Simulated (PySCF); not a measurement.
**Krypton: the same states on changed settings, part 1 of 2**

Aim: see what changed settings do to total energies and their difference. The change: initial guess minao, at most 50 SCF cycles. A sound run of the same states serves as the yardstick.

Program: PySCF 2.14.0. Level of theory: unrestricted determinants in a Gaussian basis, no spin-orbit coupling in the energies. These are calculated values, not measurements, unless marked.

6 further runs of the same task are left out: 6 set aside as unsound or not needed.

**1. Starting point**

* Element: krypton (Z = 36)
* Basis: cc-pVTZ-PP with ECP10MDF (5s4p3d1f, 39 functions)
* Hamiltonian: a scalar-relativistic core potential
* State 1: Kr: [Kr], closed-shell 1S
* State 2: Kr⁺: [Ar] 3d10 4s2 4p5, 2P determinant
* Methods: UHF, B3LYP, PBE0, MP2, CCSD(T)
* Core shells frozen in the correlated runs: valence: 3s2 3p6 3d10 (for Kr)

Outer shells as boxes (Hund's rule):

Kr [Kr]
```
[Ar] core
3d [↑↓][↑↓][↑↓][↑↓][↑↓]
4s [↑↓]
4p [↑↓][↑↓][↑↓]
```

Kr+ [Ar] 3d10 4s2 4p5
```
[Ar] core
3d [↑↓][↑↓][↑↓][↑↓][↑↓]
4s [↑↓]
4p [↑↓][↑↓][↑ ]
```

The sound run (cc-pVTZ-PP with ECP10, a scalar-relativistic core potential, symmetry-adapted start, fine grid, valence correlation) gave:

```tsv
species	method	energy (hartree)
Kr	UHF	-462.19804
Kr	B3LYP	-463.64809
Kr	PBE0	-463.54548
Kr	MP2 (valence)	-462.37117
Kr	CCSD(T) (valence)	-462.39197
Kr⁺	UHF	-461.71667
Kr⁺	B3LYP	-463.12834
Kr⁺	PBE0	-463.02794
Kr⁺	MP2 (valence)	-461.85577
Kr⁺	CCSD(T) (valence)	-461.87960
```

The runs were made by one driver on top of PySCF. The scripts below sum up each run's settings (the driver also hands on starting orbitals that pick excited configurations, and frozen orbitals as a list rather than a count), and the logs come from the driver's own runs.

It was started by

```console
OMP_NUM_THREADS=1 python atomrun2.py TASK.json OUT
```

The integrals over 39 functions and the set-up took 0.26 s of CPU time.

**2. Changed run, Kr, method by method**

#### UHF

Contents of input.py:

```python
from pyscf import gto, scf, dft, mp, cc
import basis_set_exchange as bse
txt = bse.get_basis("cc-pVTZ-PP", elements=["Kr"], fmt="nwchem", header=False)
cut = txt.index("\nECP")
mol = gto.M(atom="Kr 0 0 0", charge=0, spin=0, symmetry="D2h",
            basis=gto.basis.parse(txt[:cut]),
            ecp={"Kr": gto.basis.parse_ecp(txt[cut:])})
mf = scf.UHF(mol)
mf.irrep_nelec = {'Ag': (4, 4), 'B1g': (1, 1), 'B2g': (1, 1), 'B3g': (1, 1), 'B1u': (2, 2), 'B2u': (2, 2), 'B3u': (2, 2)}
mf.init_guess = "minao"
mf.max_cycle = 50
mf.kernel()
```

What it wrote:

```text
damping factor = 0
level_shift factor = 0
DIIS = <class 'pyscf.scf.diis.CDIIS'>
diis_start_cycle = 1
diis_space = 10
diis_damp = 0
SCF conv_tol = 1e-09
SCF conv_tol_grad = None
number electrons alpha = 13  beta = 13
irrep_nelec {'Ag': (4, 4), 'B1g': (1, 1), 'B2g': (1, 1), 'B3g': (1, 1), 'Au': (0, 0), 'B1u': (2, 2), 'B2u': (2, 2), 'B3u': (2, 2)}
alpha HOMO (B1u) = 0.271755750544747  LUMO (Ag) = 0.693814226882417
  HOMO = 0.271755750545  LUMO = 0.693814226882  gap/eV = 11.48480
cycle= 1 E= -456.063412015881  delta_E= 30.7  |g|= 5.63  |ddm|= 6.33
alpha HOMO (B1u) = -1.3221169434486  LUMO (Ag) = -0.183338325419937
  HOMO = -1.32211694345  LUMO = -0.18333832542  gap/eV = 30.98774
cycle= 2 E= -461.064046066042  delta_E=   -5  |g|= 2.27  |ddm|= 6.88
alpha HOMO (B2u) = -0.498555371520054  LUMO (Ag) = 0.306678945517223
  HOMO = -0.49855537152  LUMO = 0.306678945517  gap/eV = 21.91154
cycle= 3 E= -462.194678142632  delta_E= -1.13  |g|= 0.129  |ddm|= 3.19
alpha HOMO (B2u) = -0.511152924930326  LUMO (Ag) = 0.368402024137463
  HOMO = -0.51115292493  LUMO = 0.368402024137  gap/eV = 23.93391
cycle= 4 E= -462.197868226729  delta_E= -0.00319  |g|= 0.0231  |ddm|= 0.275
alpha HOMO (B3u) = -0.52383811048523  LUMO (Ag) = 0.35934507521428
  HOMO = -0.523838110485  LUMO = 0.359345075214  gap/eV = 24.03264
cycle= 5 E= -462.198040274763  delta_E= -0.000172  |g|= 0.00149  |ddm|= 0.0431
alpha HOMO (B3u) = -0.523160749634796  LUMO (Ag) = 0.359468413145652
  HOMO = -0.523160749635  LUMO = 0.359468413146  gap/eV = 24.01756
cycle= 6 E= -462.19804121554  delta_E= -9.41e-07  |g|= 0.000208  |ddm|= 0.00779
alpha HOMO (B1u) = -0.52306676460991  LUMO (Ag) = 0.359541365650426
  HOMO = -0.52306676461  LUMO = 0.35954136565  gap/eV = 24.01699
cycle= 7 E= -462.198041228122  delta_E= -1.26e-08  |g|= 8.95e-06  |ddm|= 0.000335
alpha HOMO (B3u) = -0.523070988408302  LUMO (Ag) = 0.359541714388318
  HOMO = -0.523070988408  LUMO = 0.359541714388  gap/eV = 24.01711
cycle= 8 E= -462.198041228169  delta_E= -4.73e-11  |g|= 3.59e-07  |ddm|= 2.1e-05
converged SCF energy = -462.198041228169  <S^2> = -4.2632564e-14  2S+1 = 1
```

It took 0.16 s on 1 thread of Neoverse-V1, shared host, the integrals not counted.

The occupied shells:

```tsv
shell	electrons	mean orbital energy (eV)	spread (eV)	rms radius (bohr)
3s	2	-294.05	0	0.567
3p	6	-230.88	0	0.583
3d	10	-102.11	0	0.605
4s	2	-32.315	0	1.71
4p	6	-14.233	0	2.10
```

⟨S²⟩ = 0.000, ⟨L²⟩ = 0.00.

Energies and moments cover only the electrons outside the core potential.

#### B3LYP

input.py differs from the last one in:

```diff
@@ -7,3 +7,3 @@
             ecp={"Kr": gto.basis.parse_ecp(txt[cut:])})
-mf = scf.UHF(mol)
+mf = dft.UKS(mol, xc="B3LYP")
 mf.irrep_nelec = {'Ag': (4, 4), 'B1g': (1, 1), 'B2g': (1, 1), 'B3g': (1, 1), 'B1u': (2, 2), 'B2u': (2, 2), 'B3u': (2, 2)}
```

What it wrote:

```text
damping factor = 0
level_shift factor = 0
DIIS = <class 'pyscf.scf.diis.CDIIS'>
diis_start_cycle = 1
diis_space = 10
diis_damp = 0
SCF conv_tol = 1e-09
SCF conv_tol_grad = None
number electrons alpha = 13  beta = 13
irrep_nelec {'Ag': (4, 4), 'B1g': (1, 1), 'B2g': (1, 1), 'B3g': (1, 1), 'Au': (0, 0), 'B1u': (2, 2), 'B2u': (2, 2), 'B3u': (2, 2)}
XC functionals = B3LYP
    P. J. Stephens, F. J. Devlin, C. F. Chabalowski, and M. J. Frisch.,  J. Phys. Chem. 98, 11623 (1994)
alpha HOMO (B3u) = 0.1838253928545  LUMO (Ag) = 0.661471602093616
  HOMO = 0.183825392854  LUMO = 0.661471602094  gap/eV = 12.99742
cycle= 1 E= -456.447277962763  delta_E= 26.7  |g|=  6.3  |ddm|= 5.25
alpha HOMO (B1u) = -1.52734905905163  LUMO (Ag) = -0.443021180791416
  HOMO = -1.52734905905  LUMO = -0.443021180791  gap/eV = 29.50606
cycle= 2 E= -460.647801981099  delta_E= -4.2  |g|= 3.46  |ddm|= 8.04
alpha HOMO (B3u) = -0.358854528874234  LUMO (Ag) = 0.19211491557267
  HOMO = -0.358854528874  LUMO = 0.192114915573  gap/eV = 14.99264
cycle= 3 E= -463.636027525158  delta_E= -2.99  |g|= 0.263  |ddm|=    6
alpha HOMO (B2u) = -0.371804370094144  LUMO (Ag) = 0.211857795465411
  HOMO = -0.371804370094  LUMO = 0.211857795465  gap/eV = 15.88226
cycle= 4 E= -463.647749894153  delta_E= -0.0117  |g|= 0.0314  |ddm|= 0.145
alpha HOMO (B2u) = -0.382607457028463  LUMO (Ag) = 0.206975671560135
  HOMO = -0.382607457028  LUMO = 0.20697567156  gap/eV = 16.04337
cycle= 5 E= -463.648090701814  delta_E= -0.000341  |g|= 0.00232  |ddm|= 0.0593
alpha HOMO (B2u) = -0.381271354767815  LUMO (Ag) = 0.207633992400709
  HOMO = -0.381271354768  LUMO = 0.207633992401  gap/eV = 16.02493
cycle= 6 E= -463.648093145366  delta_E= -2.44e-06  |g|= 0.00015  |ddm|= 0.00552
alpha HOMO (B2u) = -0.381213944958738  LUMO (Ag) = 0.207663769114939
  HOMO = -0.381213944959  LUMO = 0.207663769115  gap/eV = 16.02418
cycle= 7 E= -463.648093154306  delta_E= -8.94e-09  |g|= 6.35e-07  |ddm|= 0.000292
alpha HOMO (B3u) = -0.381213914326498  LUMO (Ag) = 0.207663814273225
  HOMO = -0.381213914326  LUMO = 0.207663814273  gap/eV = 16.02418
cycle= 8 E= -463.648093154306  delta_E= -5.68e-14  |g|= 9.46e-09  |ddm|= 1.1e-06
converged SCF energy = -463.648093154306  <S^2> = -4.0856207e-14  2S+1 = 1
```

It took 0.54 s on 1 thread of Neoverse-V1, shared host, the integrals not counted.

Energies and moments cover only the electrons outside the core potential.

#### PBE0

input.py differs from the last one in:

```diff
@@ -7,3 +7,3 @@
             ecp={"Kr": gto.basis.parse_ecp(txt[cut:])})
-mf = dft.UKS(mol, xc="B3LYP")
+mf = dft.UKS(mol, xc="PBE0")
 mf.irrep_nelec = {'Ag': (4, 4), 'B1g': (1, 1), 'B2g': (1, 1), 'B3g': (1, 1), 'B1u': (2, 2), 'B2u': (2, 2), 'B3u': (2, 2)}
```

What it wrote:

```text
damping factor = 0
level_shift factor = 0
DIIS = <class 'pyscf.scf.diis.CDIIS'>
diis_start_cycle = 1
diis_space = 10
diis_damp = 0
SCF conv_tol = 1e-09
SCF conv_tol_grad = None
number electrons alpha = 13  beta = 13
irrep_nelec {'Ag': (4, 4), 'B1g': (1, 1), 'B2g': (1, 1), 'B3g': (1, 1), 'Au': (0, 0), 'B1u': (2, 2), 'B2u': (2, 2), 'B3u': (2, 2)}
XC functionals = PBE0
    C. Adamo and V. Barone.,  J. Chem. Phys. 110, 6158 (1999)
    M. Ernzerhof and G. E. Scuseria.,  J. Chem. Phys. 110, 5029 (1999)
alpha HOMO (B3u) = 0.229765239660032  LUMO (Ag) = 0.673695109489516
  HOMO = 0.22976523966  LUMO = 0.67369510949  gap/eV = 12.07995
cycle= 1 E= -456.681141883794  delta_E= 26.7  |g|= 6.16  |ddm|= 5.36
alpha HOMO (B2u) = -1.48492408086511  LUMO (Ag) = -0.41186928688006
  HOMO = -1.48492408087  LUMO = -0.41186928688  gap/eV = 29.19931
cycle= 2 E= -460.831506506893  delta_E= -4.15  |g|= 3.32  |ddm|= 7.75
alpha HOMO (B3u) = -0.369304502193607  LUMO (Ag) = 0.203639772493293
  HOMO = -0.369304502194  LUMO = 0.203639772493  gap/eV = 15.59061
cycle= 3 E= -463.538030353308  delta_E= -2.71  |g|= 0.22  |ddm|= 5.57
alpha HOMO (B2u) = -0.380539452575616  LUMO (Ag) = 0.230122411175994
  HOMO = -0.380539452576  LUMO = 0.230122411176  gap/eV = 16.61696
cycle= 4 E= -463.54501624875  delta_E= -0.00699  |g|= 0.0338  |ddm|= 0.107
alpha HOMO (B2u) = -0.393545241167462  LUMO (Ag) = 0.224049734896585
  HOMO = -0.393545241167  LUMO = 0.224049734897  gap/eV = 16.80562
cycle= 5 E= -463.545476165965  delta_E= -0.00046  |g|= 0.00214  |ddm|= 0.0689
alpha HOMO (B1u) = -0.392933562198333  LUMO (Ag) = 0.22455355743549
  HOMO = -0.392933562198  LUMO = 0.224553557435  gap/eV = 16.80268
cycle= 6 E= -463.545476830822  delta_E= -6.65e-07  |g|= 0.000171  |ddm|= 0.00281
alpha HOMO (B1u) = -0.392863211376191  LUMO (Ag) = 0.224591732857704
  HOMO = -0.392863211376  LUMO = 0.224591732858  gap/eV = 16.80180
cycle= 7 E= -463.5454768415  delta_E= -1.07e-08  |g|= 1.68e-06  |ddm|= 0.000314
alpha HOMO (B1u) = -0.392863054443133  LUMO (Ag) = 0.224591877261808
  HOMO = -0.392863054443  LUMO = 0.224591877262  gap/eV = 16.80180
cycle= 8 E= -463.545476841501  delta_E= -1.31e-12  |g|= 1.48e-08  |ddm|= 2.12e-06
converged SCF energy = -463.545476841501  <S^2> = -3.907985e-14  2S+1 = 1
```

Time after the integrals: 0.49 s (1 thread of Neoverse-V1, shared host).

Energies and moments cover only the electrons outside the core potential.

#### MP2 (valence)

input.py differs from the last one in:

```diff
@@ -7,3 +7,3 @@
             ecp={"Kr": gto.basis.parse_ecp(txt[cut:])})
-mf = dft.UKS(mol, xc="PBE0")
+mf = scf.UHF(mol)
 mf.irrep_nelec = {'Ag': (4, 4), 'B1g': (1, 1), 'B2g': (1, 1), 'B3g': (1, 1), 'B1u': (2, 2), 'B2u': (2, 2), 'B3u': (2, 2)}
@@ -12 +12,2 @@
 mf.kernel()
+mp.UMP2(mf, frozen=9).kernel()
```

The driver printed no log here.

Time after the integrals: 0.02 s (1 thread of Neoverse-V1, shared host).

With 8 electrons correlated, the MP2 correlation energy is -0.17313 hartree (-0.04303 same spin, -0.13010 opposite spin); the SCS form gives -0.17046. Largest pairs of shells: 4p-4p -0.1253, 4s-4p -0.0403, 4s-4s -0.0076.

#### CCSD(T) (valence)

input.py differs from the last one in:

```diff
@@ -12,2 +12,3 @@
 mf.kernel()
-mp.UMP2(mf, frozen=9).kernel()
+mycc = cc.CCSD(mf, frozen=9).run()
+mycc.ccsd_t()
```

What it wrote:

```text
CC2 = 0
CCSD nocc = 4, nmo = 30
frozen orbitals [0, 1, 2, 3, 4, 5, 6, 7, 8]
max_cycle = 100
direct = 0
conv_tol = 1e-08
conv_tol_normt = 1e-06
diis_space = 8
diis_start_cycle = 0
Init t2, MP2 energy = -462.371169954734  E_corr(MP2) -0.173128726564737
Init E_corr(CCSD) = -0.173128726564816
cycle = 1  E_corr(CCSD) = -0.185593038523251  dE = -0.012464312  norm(t1,t2) = 0.0207984
cycle = 2  E_corr(CCSD) = -0.187973470657521  dE = -0.00238043213  norm(t1,t2) = 0.00517434
cycle = 3  E_corr(CCSD) = -0.188615588916001  dE = -0.000642118258  norm(t1,t2) = 0.0014816
cycle = 4  E_corr(CCSD) = -0.188601920452692  dE = 1.36684633e-05  norm(t1,t2) = 0.000135271
cycle = 5  E_corr(CCSD) = -0.18859730526861  dE = 4.61518408e-06  norm(t1,t2) = 1.93902e-05
cycle = 6  E_corr(CCSD) = -0.188597681763228  dE = -3.76494617e-07  norm(t1,t2) = 4.55321e-06
cycle = 7  E_corr(CCSD) = -0.188597735035468  dE = -5.32722402e-08  norm(t1,t2) = 8.59283e-07
cycle = 8  E_corr(CCSD) = -0.188597709464826  dE = 2.55706422e-08  norm(t1,t2) = 1.17501e-07
cycle = 9  E_corr(CCSD) = -0.188597710011684  dE = -5.46858253e-10  norm(t1,t2) = 1.92694e-08
CCSD converged
E(CCSD) = -462.386638938181  E_corr = -0.188597710011684
CCSD(T) correction = -0.00532986594301571
```

It took 0.15 s on 1 thread of Neoverse-V1, shared host, the integrals not counted.

CCSD correlation -0.18860 hartree, triples -0.00533; total -462.391969. T1 = 0.002, largest double amplitude 0.044.

(Continued in part 2 of 2.)
